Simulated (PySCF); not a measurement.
# The bond of SiBi, level by level

Aim: find the lowest electronic state of SiBi, scan its bond at several levels of theory, and get bond length, wavenumber and dissociation energy from each curve.

Computed with PySCF 2.14.0. Level: Si def2-SVPD, Bi def2-SVPD with ECP60, scalar-relativistic core potentials.

**1. The job**

The job is set up so:

```json
{"atoms": "Si, Bi", "charge": "0", "basis": "Si def2-SVPD, Bi def2-SVPD with ECP60", "Hamiltonian": "scalar-relativistic core potentials", "basis functions": "56", "electrons treated": "37", "masses in u": "27.9769, 208.9804", "levels": "PBE0, PBE, r²SCAN, r²SCAN0, MN15, B97-3, CAM-B3LYP, HF, MP2, SCS-MP2, CCSD, CCSD(T)", "grid": "80 radial by 434 angular points", "occupations": "held fixed by the projection of orbital angular momentum", "dissociation limit": "Si + Bi, each in its ground configuration", "starting distance in angstrom": "2.575", "values of 2S to try": "1, 3, 5"}
```

Started as:

```sh
$ OMP_NUM_THREADS=1 python dia.py task.json out
```

Further steps of the session: The PBE0 curve of the state that the search chose; Other states along the same grid; PBE (GGA); r²SCAN; r²SCAN0; MN15; B97-3 (global hybrid GGA); CAM-B3LYP (range-separated hybrid); UHF; Adding correlation.

Before running it: what results should come out? Wanted: for each run, Re; ωe; De; μ.

As calculated:

Lowest PBE0 solution found, without spin–orbit coupling: ²Π (doublet), unpaired electrons π ↑. State 3 has its PBE0 minimum 1.04 eV higher. State 4 has its PBE0 minimum 1.38 eV higher, as a spin-mixed determinant (⟨S²⟩ = 1.76), so this is no gap between pure states. The other levels ran on the lowest alone.

```csv
level,Re (Å),ωe (cm⁻¹),De (eV),μ (D)
UHF-CCSD,2.489,372,1.75,n/a
UHF-CCSD(T),2.510,353,2.01,n/a
PBE,2.497,367,2.89,0.67
r²SCAN,2.478,373,2.48,0.68
PBE0,2.461,387,2.50,0.59
r²SCAN0,2.461,359,2.22,0.55
B97-3,2.470,386,2.71,0.64
MN15,2.439,403,2.65,0.30
```

De is counted to Si + Bi in their ground configurations. A positive dipole means Si(−)Bi(+). No constants: UHF (the points don't follow one smooth fit); UHF-MP2 (the points don't follow one smooth fit); UHF-SCS-MP2 (the points don't follow one smooth fit); CAM-B3LYP (the points don't follow one smooth fit). ⟨S²⟩ is off the pure value of 0.75 by over a tenth at r²SCAN0 0.84.

In words: Bond lengths run from 2.439 Å (MN15) to 2.510 Å (UHF-CCSD(T)). Of the levels with a De here, UHF-CCSD gives the least (1.75 eV) and PBE the most (2.89 eV).

Correlated steps freeze 9 core orbitals. These are scalar-relativistic numbers at best; spin–orbit coupling would shift them, the dissociation energy most. T1 is 0.026 near the minimum (highest on the curve 0.059), which may point to more than one leading configuration. With spin–orbit coupling the term label itself may not hold.
